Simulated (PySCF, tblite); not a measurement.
# C₂H₄S: bond homolysis

Wanted: bond homolysis for C₂H₄S (`C1CS1`).

Programs: tblite 0.8.0 and PySCF 2.14.0, with routines of our own; each step states its level. All values are computed. Atoms count from 0.

### Step 1. The starting structure

7 atoms, charge 0, multiplicity 1; geometry from: start built from the parent or by distance geometry.

### Step 2. Geometry optimisation with GFN2-xTB

The job: settings as JSON, then the geometry in Å.

```
{"job": {"kind": "relax", "xc": "GFN2-xTB", "basis": "xTB"}, "charge": 0, "multiplicity": 1}
C      0.765800    -0.019200    -0.010100
C     -0.765000     0.004500    -0.030500
S      0.011500     1.174000     1.103000
H      1.180400    -0.920200     0.404400
H      1.269000     0.311500    -0.904200
H     -1.213800     0.377200    -0.951900
H     -1.241100    -0.918100     0.335100
```

On the command line:

```console
$ OMP_NUM_THREADS=1 python redox_run.py task.json out
```

The driver reads the jobs from task.json and runs them one after another.

The program printed:

```text
step      E/eV     max force
  0    -259.31446    1.541
  1    -259.37346    0.724
  2    -259.41323    0.786
  3    -259.43243    0.500
  4    -259.44757    0.303
  5    -259.45442    0.179
  6    -259.45684    0.115
  7    -259.45778    0.092
  8    -259.45839    0.083
  9    -259.45901    0.071
 10    -259.45936    0.051
 11    -259.45947    0.023
 12    -259.45950    0.020
 13    -259.45953    0.019
 14    -259.45957    0.021
 15    -259.45960    0.015
 16    -259.45961    0.010
 17    -259.45962    0.010
```

Wall time 0.05 s (1 thread of Arm Neoverse V1, shared host).

The steps of the relaxation:

```csv
step,energy from step 0 (eV),largest force (eV/Å)
0,0.0000,1.5407
1,-0.0590,0.7240
2,-0.0988,0.7858
3,-0.1180,0.4998
4,-0.1331,0.3034
5,-0.1400,0.1786
6,-0.1424,0.1147
7,-0.1433,0.0922
8,-0.1439,0.0826
9,-0.1445,0.0709
10,-0.1449,0.0511
11,-0.1450,0.0228
12,-0.1450,0.0203
13,-0.1451,0.0190
14,-0.1451,0.0215
15,-0.1451,0.0146
16,-0.1452,0.0100
17,-0.1452,0.0097
```

Distances of close pairs at the start and the end, largest changes first:

| bond | before (Å) | after (Å) | change (Å) |
| --- | --- | --- | --- |
| C0–C1 | 1.531 | 1.480 | -0.051 |
| C1–H6 | 1.101 | 1.082 | -0.019 |
| C1–H5 | 1.091 | 1.082 | -0.009 |
| C0–H3 | 1.075 | 1.082 | +0.007 |
| C1–S2 | 1.804 | 1.799 | -0.005 |
| C0–H4 | 1.078 | 1.082 | +0.004 |
| C0–S2 | 1.798 | 1.799 | +0.002 |

The end geometry stands in the next job.

### Step 3. Harmonic vibrations with GFN2-xTB

The job: settings as JSON, then the geometry in Å.

```
{"job": {"kind": "ir", "xc": "GFN2-xTB", "basis": "xTB"}, "charge": 0, "multiplicity": 1}
C      0.741261    -0.070370    -0.048125
C     -0.738505    -0.043739    -0.079794
S     -0.001763     1.126011     1.071698
H      1.235509    -0.903549     0.433327
H      1.286723     0.356637    -0.878962
H     -1.233429     0.402287    -0.931799
H     -1.283129    -0.857469     0.379500
```

The program printed:

```text
mode    cm-1     km/mol
  1     694.4      0.49
  2     726.8      2.44
  3     814.8      0.52
  4     863.6      0.00
  5     924.4      0.20
  6    1022.7      5.07
  7    1036.3     10.56
  8    1129.9      0.00
  9    1184.4     12.39
 10    1408.8      0.01
 11    1442.3      1.10
 12    3052.3      2.16
 13    3059.3      0.06
 14    3060.2     11.77
 15    3077.9     14.14
ZPE 140.550  H(298)-E 151.836  G(298)-E 75.968 kJ/mol  S 254.46 J/(mol K)
```

Run time: 0.11 s. Hardware: 1 thread of Arm Neoverse V1, shared host.

Which atoms move in the most intense modes:

```
cm⁻¹  km/mol                               atoms
 727     2.4           C1 38 %, C0 38 %, S2 14 %
1023     5.1  H5 24 %, H6 24 %, H3 22 %, H4 22 %
1036    10.6  H4 20 %, H3 20 %, H5 18 %, H6 18 %
1184    12.4                    C1 37 %, C0 37 %
1442     1.1  H6 20 %, H5 20 %, H3 20 %, H4 20 %
3052     2.2  H3 33 %, H4 29 %, H5 18 %, H6 16 %
3060    11.8  H5 34 %, H6 28 %, H4 18 %, H3 16 %
3078    14.1  H6 25 %, H5 24 %, H4 21 %, H3 20 %
```

### Step 4. Relaxing the molecule at PBE0-D3(BJ)/def2-SVP

Settings changed since step 3:

```diff
@@ -1,2 +1,2 @@
-{"job": {"kind": "ir", "xc": "GFN2-xTB", "basis": "xTB"}, "charge": 0, "multiplicity": 1}
+{"job": {"xc": "PBE0", "basis": "def2-SVP", "d3": "d3bj", "grid": 1, "kind": "geom"}, "charge": 0, "multiplicity": 1}
 C      0.741261    -0.070370    -0.048125
```

The program printed:

```text
step   0  E = -476.36889945  max force = 0.008351
step   1  E = -476.36952475  max force = 0.001630
step   2  E = -476.36952921  max force = 0.000062
optimisation converged
```

It took 3.2 s on 1 thread of Arm Neoverse V1, shared host.

Along the way:

| step | energy from step 0 (eV) | largest force component (eV/Å) |
| --- | --- | --- |
| 0 | 0.0000 | 0.4294 |
| 1 | -0.0170 | 0.0838 |
| 2 | -0.0171 | 0.0032 |

Distances of close pairs at the start and the end, largest changes first:

```csv
bond,before (Å),after (Å),change (Å)
C1–H6,1.082,1.095,+0.014
C1–H5,1.082,1.095,+0.014
C0–H4,1.082,1.095,+0.013
C0–H3,1.082,1.095,+0.013
C1–S2,1.799,1.808,+0.009
C0–S2,1.799,1.808,+0.009
C0–C1,1.480,1.480,-0.001
```

The final coordinates are the input of the step that follows.

```
                         at the end point                  value
  point group (found at 0.08 Å tolerance)                    C2v
rotational constants (GHz, main isotopes)  22.031, 10.888, 8.083
                        dipole moment (D)                   1.87
```

### Step 5. Harmonic vibrations (C₂H₄S): PBE0-D3(BJ)/def2-SVP

The job: settings as JSON, then the geometry in Å.

```
{"job": {"xc": "PBE0", "basis": "def2-SVP", "d3": "d3bj", "grid": 2, "kind": "hessian"}, "charge": 0, "multiplicity": 1}
C      0.740558    -0.063181    -0.040767
C     -0.738418    -0.037012    -0.073986
S     -0.003609     1.138132     1.087152
H      1.234260    -0.917590     0.434068
H      1.286460     0.358871    -0.891123
H     -1.230508     0.403342    -0.947582
H     -1.282759    -0.873001     0.377734
```

The program printed:

```text
coarse grid: 6280 points
cycle   1  E = -476.3136626779  dE =  2.607e-01  |g| = 1.494e-01  |ddm| = 2.718e+00
cycle   2  E = -476.3179584199  dE = -4.296e-03  |g| = 1.152e-01  |ddm| = 4.925e-01
cycle   3  E = -476.3221082347  dE = -4.150e-03  |g| = 2.831e-02  |ddm| = 2.314e-01
cycle   4  E = -476.3222684095  dE = -1.602e-04  |g| = 1.578e-02  |ddm| = 4.340e-02
cycle   5  E = -476.3223342723  dE = -6.586e-05  |g| = 2.303e-03  |ddm| = 1.616e-02
cycle   6  E = -476.3223357365  dE = -1.464e-06  |g| = 2.616e-04  |ddm| = 3.655e-03
final grid: 55656 points
cycle   7  E = -476.3695375481  dE = -5.046e-06  |g| = 7.455e-03  |ddm| = 1.843e-02
cycle   8  E = -476.3695159539  dE =  2.159e-05  |g| = 1.141e-02  |ddm| = 1.875e-02
cycle   9  E = -476.3695524770  dE = -3.652e-05  |g| = 3.994e-04  |ddm| = 1.240e-02
cycle  10  E = -476.3695525306  dE = -5.365e-08  |g| = 3.620e-05  |ddm| = 6.718e-04
cycle  11  E = -476.3695525309  dE = -2.767e-10  |g| = 1.544e-05  |ddm| = 5.330e-05
cycle  12  E = -476.3695525310  dE = -7.196e-11  |g| = 2.764e-06  |ddm| = 2.650e-05
converged SCF energy = -476.3695525310

mode    cm-1
  1     686.1
  2     720.4
  3     832.5
  4     890.8
  5     955.1
  6    1038.0
  7    1065.1
  8    1175.0
  9    1175.5
 10    1441.7
 11    1478.4
 12    3135.9
 13    3138.1
 14    3231.5
 15    3241.1
ZPE 144.780  H(298)-E 156.012  G(298)-E 80.174 kJ/mol  S 254.36 J/(mol K)
```

Wall time 24 s (1 thread of Arm Neoverse V1, shared host); peak memory 0.94 GiB.

Zero-point energy 144.78 kJ/mol (xTB gave 140.55).

### Step 6. Single point (C2H4S): M06-2X/def2-TZVP

Geometry: PBE0-D3(BJ)/def2-SVP.

Settings changed since step 5:

```diff
@@ -1,2 +1,2 @@
-{"job": {"xc": "PBE0", "basis": "def2-SVP", "d3": "d3bj", "grid": 2, "kind": "hessian"}, "charge": 0, "multiplicity": 1}
+{"job": {"kind": "sp", "xc": "M06-2X", "basis": "def2-TZVP", "grid": 3}, "charge": 0, "multiplicity": 1}
 C      0.740558    -0.063181    -0.040767
```

The program printed:

```text
coarse grid: 26568 points
cycle   1  E = -476.7537028300  dE =  3.945e-01  |g| = 2.132e-01  |ddm| = 1.907e+00
cycle   2  E = -476.7596198684  dE = -5.917e-03  |g| = 1.966e-01  |ddm| = 4.483e-01
cycle   3  E = -476.7701644971  dE = -1.054e-02  |g| = 4.438e-02  |ddm| = 1.915e-01
cycle   4  E = -476.7706288161  dE = -4.643e-04  |g| = 1.335e-02  |ddm| = 3.580e-02
cycle   5  E = -476.7706736857  dE = -4.487e-05  |g| = 3.201e-03  |ddm| = 1.629e-02
cycle   6  E = -476.7706761987  dE = -2.513e-06  |g| = 6.165e-04  |ddm| = 3.931e-03
final grid: 86352 points
cycle   7  E = -476.7707987307  dE = -4.835e-06  |g| = 1.182e-03  |ddm| = 7.485e-03
cycle   8  E = -476.7707988480  dE = -1.173e-07  |g| = 6.004e-04  |ddm| = 1.196e-03
cycle   9  E = -476.7707989071  dE = -5.912e-08  |g| = 1.406e-04  |ddm| = 6.536e-04
cycle  10  E = -476.7707989122  dE = -5.074e-09  |g| = 5.789e-05  |ddm| = 1.538e-04
converged SCF energy = -476.7707989122
```

Run time: 5.4 s. Hardware: 1 thread of Arm Neoverse V1, shared host; peak memory 0.52 GiB.

### Step 7. Relaxing the molecule with GFN2-xTB

This step treats C₂H₃S radical, labelled `[CH]1CS1` (the label fixes atoms and charge, not where charge and spin sit).

The job: settings as JSON, then the geometry in Å.

```
{"job": {"kind": "relax", "xc": "GFN2-xTB", "basis": "xTB"}, "charge": 0, "multiplicity": 2}
C      0.756800    -0.069300    -0.046000
C     -0.749100    -0.028400    -0.097000
S      0.013800     1.130500     1.090300
H      1.284000     0.373500    -0.911700
H     -1.233700     0.399500    -0.936200
H     -1.293800    -0.874700     0.369000
```

The program printed:

```text
step      E/eV     max force
  0    -243.22450    2.642
  1    -243.36773    1.147
  2    -243.40782    0.586
  3    -243.41785    0.388
  4    -243.42596    0.360
  5    -243.43493    0.328
  6    -243.44147    0.285
  7    -243.44646    0.261
  8    -243.45011    0.181
  9    -243.45175    0.130
 10    -243.45266    0.099
 11    -243.45342    0.087
 12    -243.45395    0.075
 13    -243.45421    0.050
 14    -243.45432    0.037
 15    -243.45440    0.033
 16    -243.45445    0.033
 17    -243.45448    0.018
 18    -243.45449    0.009
```

Wall time 0.05 s (1 thread of Arm Neoverse V1, shared host).

The steps of the relaxation:

| step | energy from step 0 (eV) | largest force (eV/Å) |
| --- | --- | --- |
| 0 | 0.0000 | 2.6416 |
| 1 | -0.1432 | 1.1468 |
| 2 | -0.1833 | 0.5856 |
| 3 | -0.1933 | 0.3884 |
| 4 | -0.2015 | 0.3598 |
| 5 | -0.2104 | 0.3282 |
| 6 | -0.2170 | 0.2853 |
| 7 | -0.2220 | 0.2609 |
| 8 | -0.2256 | 0.1814 |
| 9 | -0.2272 | 0.1299 |
| 10 | -0.2282 | 0.0994 |
| 11 | -0.2289 | 0.0870 |
| 12 | -0.2294 | 0.0749 |
| 13 | -0.2297 | 0.0505 |
| 14 | -0.2298 | 0.0367 |
| 15 | -0.2299 | 0.0332 |
| 16 | -0.2300 | 0.0334 |
| 17 | -0.2300 | 0.0181 |
| 18 | -0.2300 | 0.0094 |

Close pairs (by a distance rule), those that changed most:

| bond | before (Å) | after (Å) | change (Å) |
| --- | --- | --- | --- |
| C0–S2 | 1.812 | 1.715 | -0.097 |
| C0–C1 | 1.507 | 1.457 | -0.050 |
| C0–H3 | 1.106 | 1.072 | -0.034 |
| C1–H4 | 1.059 | 1.087 | +0.028 |
| C1–H5 | 1.109 | 1.083 | -0.026 |
| C1–S2 | 1.826 | 1.829 | +0.003 |

The next job starts from the end point, and lists it.

### Step 8. Harmonic vibrations with GFN2-xTB

The job: settings as JSON, then the geometry in Å.

```
{"job": {"kind": "ir", "xc": "GFN2-xTB", "basis": "xTB"}, "charge": 0, "multiplicity": 2}
C      0.698536     0.022781    -0.080684
C     -0.756849    -0.041418    -0.116079
S      0.032553     1.106433     1.069758
H      1.385925     0.308611    -0.852132
H     -1.335175     0.414040    -0.916005
H     -1.247021    -0.879315     0.363422
```

The program printed:

```text
mode    cm-1     km/mol
  1     634.4      6.20
  2     700.9     34.64
  3     829.1      6.77
  4     880.9      2.23
  5     903.1      0.84
  6    1009.3      8.64
  7    1045.2     11.02
  8    1238.0     17.00
  9    1431.6      1.62
 10    2981.6     23.21
 11    3042.1      6.74
 12    3111.1     18.27
ZPE 106.510  H(298)-E 117.801  G(298)-E 38.871 kJ/mol  S 264.73 J/(mol K)
```

Wall time 0.11 s (1 thread of Arm Neoverse V1, shared host).

Which atoms move in the most intense modes:

```
cm⁻¹  km/mol                               atoms
 701    34.6                    H3 73 %, C0 12 %
 829     6.8  C0 37 %, H3 26 %, S2 20 %, C1 14 %
1009     8.6           H5 40 %, H4 40 %, C1 16 %
1045    11.0  H3 32 %, H5 25 %, H4 19 %, C0 13 %
1238    17.0                    C0 47 %, C1 35 %
2982    23.2                             H4 93 %
3042     6.7                             H5 93 %
3111    18.3                             H3 92 %
```

### Step 9. Optimising the geometry at PBE0-D3(BJ)/def2-SVP

This step treats C₂H₃S radical, labelled `[CH]1CS1` (the label fixes atoms and charge, not where charge and spin sit).

Settings changed since step 8:

```diff
@@ -1,2 +1,2 @@
-{"job": {"kind": "ir", "xc": "GFN2-xTB", "basis": "xTB"}, "charge": 0, "multiplicity": 2}
+{"job": {"xc": "PBE0", "basis": "def2-SVP", "d3": "d3bj", "grid": 1, "kind": "geom"}, "charge": 0, "multiplicity": 2}
 C      0.698536     0.022781    -0.080684
```

The program printed:

```text
step   0  E = -475.70125881  max force = 0.011559
step   1  E = -475.70218298  max force = 0.001917
step   2  E = -475.70220044  max force = 0.000217
step   3  E = -475.70220194  max force = 0.000120
optimisation converged
```

Wall time 5.4 s (1 thread of Arm Neoverse V1, shared host).

Along the way:

```csv
step,energy from step 0 (eV),largest force component (eV/Å)
0,0.0000,0.5944
1,-0.0251,0.0986
2,-0.0256,0.0112
3,-0.0257,0.0062
```

Close pairs (by a distance rule), those that changed most:

```csv
bond,before (Å),after (Å),change (Å)
C0–H3,1.072,1.092,+0.020
C1–H5,1.083,1.097,+0.015
C1–H4,1.087,1.099,+0.012
C0–S2,1.715,1.726,+0.011
C1–S2,1.829,1.840,+0.010
C0–C1,1.457,1.454,-0.003
```

The final coordinates are the input of the step that follows.

| at the end point | value |
| --- | --- |
| point group (found at 0.08 Å tolerance) | C1 |
| rotational constants (GHz, main isotopes) | 25.422, 11.644, 8.549 |
| dipole moment (D) | 1.37 |
| ⟨S²⟩ | 0.755 |

### Step 10. Harmonic vibrations (C₂H₃S radical): PBE0-D3(BJ)/def2-SVP

The job: settings as JSON, then the geometry in Å.

```
{"job": {"xc": "PBE0", "basis": "def2-SVP", "d3": "d3bj", "grid": 2, "kind": "hessian"}, "charge": 0, "multiplicity": 2}
C      0.691241     0.053994    -0.101522
C     -0.759417    -0.043497    -0.097613
S      0.033567     1.123130     1.083470
H      1.402875     0.291032    -0.895628
H     -1.356619     0.419955    -0.895110
H     -1.232759    -0.913702     0.374277
```

The program printed:

```text
coarse grid: 5656 points
cycle   1  E = -475.6462280735  dE =  3.237e-01  |g| = 9.351e-02  |ddm| = 1.876e+00
cycle   2  E = -475.6516400121  dE = -5.412e-03  |g| = 7.151e-02  |ddm| = 2.289e-01
cycle   3  E = -475.6539068200  dE = -2.267e-03  |g| = 3.262e-02  |ddm| = 1.002e-01
cycle   4  E = -475.6545571025  dE = -6.503e-04  |g| = 1.713e-02  |ddm| = 5.876e-02
cycle   5  E = -475.6547663342  dE = -2.092e-04  |g| = 4.233e-03  |ddm| = 2.893e-02
cycle   6  E = -475.6547861145  dE = -1.978e-05  |g| = 2.412e-03  |ddm| = 9.202e-03
cycle   7  E = -475.6547922551  dE = -6.141e-06  |g| = 1.008e-03  |ddm| = 5.228e-03
final grid: 50280 points
cycle   8  E = -475.7022025785  dE = -3.688e-06  |g| = 5.053e-03  |ddm| = 1.201e-02
cycle   9  E = -475.7021761556  dE =  2.642e-05  |g| = 8.362e-03  |ddm| = 1.355e-02
cycle  10  E = -475.7022164538  dE = -4.030e-05  |g| = 5.008e-04  |ddm| = 9.355e-03
cycle  11  E = -475.7022166037  dE = -1.499e-07  |g| = 1.566e-04  |ddm| = 7.039e-04
cycle  12  E = -475.7022166190  dE = -1.529e-08  |g| = 3.881e-05  |ddm| = 2.031e-04
cycle  13  E = -475.7022166216  dE = -2.577e-09  |g| = 1.281e-05  |ddm| = 1.292e-04
cycle  14  E = -475.7022166219  dE = -2.824e-10  |g| = 4.650e-06  |ddm| = 4.544e-05
cycle  15  E = -475.7022166219  dE = -2.467e-11  |g| = 1.783e-06  |ddm| = 1.244e-05
converged SCF energy = -475.7022166219

mode    cm-1
  1     634.5
  2     675.8
  3     808.1
  4     910.3
  5     940.9
  6    1040.2
  7    1076.4
  8    1233.4
  9    1462.9
 10    3104.9
 11    3200.7
 12    3237.8
ZPE 109.613  H(298)-E 120.890  G(298)-E 41.927 kJ/mol  S 264.84 J/(mol K)
```

Run time: 35 s. Hardware: 1 thread of Arm Neoverse V1, shared host; peak memory 0.91 GiB.

Zero-point energy 109.61 kJ/mol (xTB gave 106.51).

### Step 11. Single point (C2H3S radical): M06-2X/def2-TZVP

Geometry: PBE0-D3(BJ)/def2-SVP.

The job: settings as JSON, then the geometry in Å.

```
{"job": {"kind": "sp", "xc": "M06-2X", "basis": "def2-TZVP", "grid": 3}, "charge": 0, "multiplicity": 2}
C      0.691241     0.053994    -0.101522
C     -0.759417    -0.043497    -0.097613
S      0.033567     1.123130     1.083470
H      1.402875     0.291032    -0.895628
H     -1.356619     0.419955    -0.895110
H     -1.232759    -0.913702     0.374277
```

The program printed:

```text
coarse grid: 24096 points
cycle   1  E = -476.0854983939  dE =  4.433e-01  |g| = 1.296e-01  |ddm| = 1.362e+00
cycle   2  E = -476.0924231092  dE = -6.925e-03  |g| = 1.087e-01  |ddm| = 2.469e-01
cycle   3  E = -476.0986729162  dE = -6.250e-03  |g| = 4.466e-02  |ddm| = 1.130e-01
cycle   4  E = -476.0998897271  dE = -1.217e-03  |g| = 1.039e-02  |ddm| = 4.177e-02
cycle   5  E = -476.1000659608  dE = -1.762e-04  |g| = 7.260e-03  |ddm| = 1.964e-02
cycle   6  E = -476.1001433105  dE = -7.735e-05  |g| = 3.267e-03  |ddm| = 1.268e-02
cycle   7  E = -476.1001802409  dE = -3.693e-05  |g| = 1.825e-03  |ddm| = 1.123e-02
cycle   8  E = -476.1001884237  dE = -8.183e-06  |g| = 6.420e-04  |ddm| = 5.673e-03
final grid: 76544 points
cycle   9  E = -476.1001140975  dE = -6.205e-06  |g| = 1.222e-03  |ddm| = 7.071e-03
cycle  10  E = -476.1001148893  dE = -7.918e-07  |g| = 7.623e-04  |ddm| = 1.788e-03
cycle  11  E = -476.1001152746  dE = -3.853e-07  |g| = 2.812e-04  |ddm| = 7.703e-04
cycle  12  E = -476.1001154428  dE = -1.682e-07  |g| = 1.735e-04  |ddm| = 5.797e-04
cycle  13  E = -476.1001155432  dE = -1.004e-07  |g| = 8.376e-05  |ddm| = 6.371e-04
cycle  14  E = -476.1001155611  dE = -1.787e-08  |g| = 4.109e-05  |ddm| = 2.645e-04
cycle  15  E = -476.1001155635  dE = -2.442e-09  |g| = 1.828e-05  |ddm| = 1.206e-04
converged SCF energy = -476.1001155635
```

Wall time 12 s (1 thread of Arm Neoverse V1, shared host); peak memory 0.52 GiB.

### Step 12. Bond homolysis: M06-2X/def2-TZVP

This step combines the energies above: geometries from PBE0-D3(BJ)/def2-SVP, zero-point and thermal terms from PBE0-D3(BJ)/def2-SVP.

The job: settings as JSON, then the geometry in Å.

```
{"job": {"kind": "bd", "cap": 8, "geom": {"xc": "PBE0", "basis": "def2-SVP", "d3": "d3bj", "grid": 1}, "hess": 1, "level": {"xc": "M06-2X", "basis": "def2-TZVP", "grid": 3}}, "charge": 0, "multiplicity": 1}
C      0.740558    -0.063181    -0.040767
C     -0.738418    -0.037012    -0.073986
S     -0.003609     1.138132     1.087152
H      1.234260    -0.917590     0.434068
H      1.286460     0.358871    -0.891123
H     -1.230508     0.403342    -0.947582
H     -1.282759    -0.873001     0.377734
```

Output (the driver's rows laid out field by field):

```text
homolysis bond by bond, M06-2X/def2-TZVP // PBE0-D3(BJ)/def2-SVP

row 1
  atoms                   0 3
  elements                C H
  length                  1.0951
  fragments               formula C2H3S, charge 0, multiplicity 2, smiles [CH]1CS1, kept yes, pieces 1, point_group C1, largest_spin C 0.838; formula H, charge 0, multiplicity 2, smiles [H], kept yes, pieces 1
  electronic              452.99
  zero_kelvin             417.83
  enthalpy                424.07
  free_energy             386.74
```

It took 85 s on 1 thread of Arm Neoverse V1, shared host.

Some single points behind these values are not shown above.

Dissociation energies (kJ/mol, gas phase, 298 K for the thermal columns):

| bond | fragments | electronic | enthalpy | free energy |
| --- | --- | --- | --- | --- |
| C0–H3 | [CH]1CS1 + [H] | 453.0 | 424.1 | 386.7 |

### Step 13. Single point (C2H4S): PBE0/def2-SVP

Geometry: PBE0-D3(BJ)/def2-SVP.

The job: settings as JSON, then the geometry in Å.

```
{"job": {"kind": "sp", "xc": "PBE0", "basis": "def2-SVP", "grid": 2}, "charge": 0, "multiplicity": 1}
C      0.740558    -0.063181    -0.040767
C     -0.738418    -0.037012    -0.073986
S     -0.003609     1.138132     1.087152
H      1.234260    -0.917590     0.434068
H      1.286460     0.358871    -0.891123
H     -1.230508     0.403342    -0.947582
H     -1.282759    -0.873001     0.377734
```

The program printed:

```text
coarse grid: 6280 points
cycle   1  E = -476.3099242048  dE =  2.607e-01  |g| = 1.494e-01  |ddm| = 2.718e+00
cycle   2  E = -476.3142199468  dE = -4.296e-03  |g| = 1.152e-01  |ddm| = 4.925e-01
cycle   3  E = -476.3183697615  dE = -4.150e-03  |g| = 2.831e-02  |ddm| = 2.314e-01
cycle   4  E = -476.3185299364  dE = -1.602e-04  |g| = 1.578e-02  |ddm| = 4.340e-02
cycle   5  E = -476.3185957992  dE = -6.586e-05  |g| = 2.303e-03  |ddm| = 1.616e-02
cycle   6  E = -476.3185972634  dE = -1.464e-06  |g| = 2.616e-04  |ddm| = 3.655e-03
final grid: 55656 points
cycle   7  E = -476.3657990749  dE = -5.046e-06  |g| = 7.455e-03  |ddm| = 1.843e-02
cycle   8  E = -476.3657774808  dE =  2.159e-05  |g| = 1.141e-02  |ddm| = 1.875e-02
cycle   9  E = -476.3658140039  dE = -3.652e-05  |g| = 3.994e-04  |ddm| = 1.240e-02
cycle  10  E = -476.3658140575  dE = -5.365e-08  |g| = 3.620e-05  |ddm| = 6.718e-04
cycle  11  E = -476.3658140578  dE = -2.767e-10  |g| = 1.544e-05  |ddm| = 5.330e-05
converged SCF energy = -476.3658140578
```

Run time: 0.87 s. Hardware: 1 thread of Arm Neoverse V1, shared host.

[end of part 1 of 2]
